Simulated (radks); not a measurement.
# Spin polarisation of the 6s shell in Pb³⁺

One table from this session's results is given with a row withheld; the runs are named, their logs left out.

Method: scalar-relativistic Kohn-Sham, PBEsol, spin-polarised, spherical densities, finite nucleus. Code: radks (a radial shooting solver on a logarithmic mesh, Libxc functionals) version 1.

**What is computed**

| Item | Value |
| --- | --- |
| element | lead (Z = 82) |
| charge | +3 |
| electrons | 79 |
| configuration | [Xe] 4f14 5d10 6s(up 0.5, down 0.5) |
| nuclear rms radius | 5.5012 fm |

A shell typed twice in an input gives spin up, then spin down.

The first run:

Settings of this run:

```text
Z 82
configuration [Xe] 4f14 5d10 6s0.5 6s0.5
relativity scalar-relativistic
functional pbe_sol,pbe_sol
spin polarised
nucleus finite rms 5.5012 fm
c 137.035999084
```

Among the steps run: No moment.

One of the session's tables, all rows but one given; the rest of the session is left out.

It belongs to the step «No moment». Sizes of the orbitals, from the radial functions (bohr):

```
level     <r>  outermost maximum (interpolated)  90 % within  nodes
   4s  0.3844                             0.362        0.551      3
   4p       ?                                 ?            ?      ?
   4d  0.4311                             0.388        0.641      1
   5s  0.8533                             0.789         1.22      4
   4f  0.4538                             0.350        0.720      0
   5p  0.9757                             0.881         1.41      3
   5d   1.276                              1.07         1.92      2
   6s   2.087                              1.88         2.99      5
```

Estimate the missing values for 4p.

**Answer.** <r>: 0.4101; outermost maximum (interpolated): 0.382; 90 % within: 0.594; nodes: 2. In the column «<r>» it lies between 4s (0.3844) and 4d (0.4311).
